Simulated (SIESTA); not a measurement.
The system is SrLiAlO3.

```
CELL_PARAMETERS angstrom
2.61077 -2.62142 0.00000
2.61077 2.62142 0.00000
-1.91901 0.00000 4.83566
ATOMIC_POSITIONS crystal
Sr 0.91697 0.91697 0.08117
Al 0.55317 0.55317 0.42817
O 0.08313 0.59554 0.50646
O 0.40544 0.40544 0.05717
O 0.59554 0.08313 0.50646
Li 0.17908 0.17908 0.67056
```

The cell comes from a database or a generator and needn't be the stable form of this composition.

```yaml
Program: SIESTA 5.4.2
Task: single point
Functional: PBEsol
Potentials_or_basis: PseudoDojo 0.4 standard (PBEsol files)
Basis: DZP (energy shift 0.003 Ry; two zetas on semicore shells; d shell added on Sr)
Grid_cutoff: 800 Ry
Energy_shift: 0.003 Ry
k_mesh: 8 × 8 × 6
Occupations: fermi-dirac, width 0.05 eV
Spin: no spin polarisation
```

On this cell: pressure 0.1 GPa; largest force 0.184 eV/Å; band gap on the k mesh 2.91 eV, indirect (least direct gap 3.92 eV).

The same run follows on a disturbed copy (atoms moved at random, drawn with an rms of 0.05 Å):

```
Sr Al O Li
1.0
     2.61077   -2.62142    0.00000
     2.61077    2.62142    0.00000
    -1.91901    0.00000    4.83566
Sr Al O Li
1 1 3 1
Direct
  0.91859 0.92723 0.08791
  0.54905 0.56136 0.43084
  0.09249 0.59964 0.50746
  0.39525 0.41423 0.05441
  0.59744 0.07768 0.50941
  0.18836 0.14832 0.65689
```

Task: What changes?

Result: The energy moves by +17.7 meV/atom; pressure 0.5 GPa; largest force 0.968 eV/Å; band gap on the k mesh 3.05 eV, indirect (least direct gap 3.99 eV).

Forces on the atoms (eV/Å):
```
Sr  -0.038  0.012 -0.316
Al   0.068 -0.935 -0.242
O   -0.902  0.283 -0.088
O   -0.025 -0.297  0.247
O    0.829  0.321 -0.190
Li   0.069  0.616  0.589
```

Stress tensor (GPa, compression positive):
```
-0.31 -0.94 -3.70
-0.94 -1.99  2.02
-3.70  2.02  3.66
```

Caveats: the basis of atomic orbitals isn't converged, which shifts pressures, moduli and gaps.

A k mesh can miss the band edges.
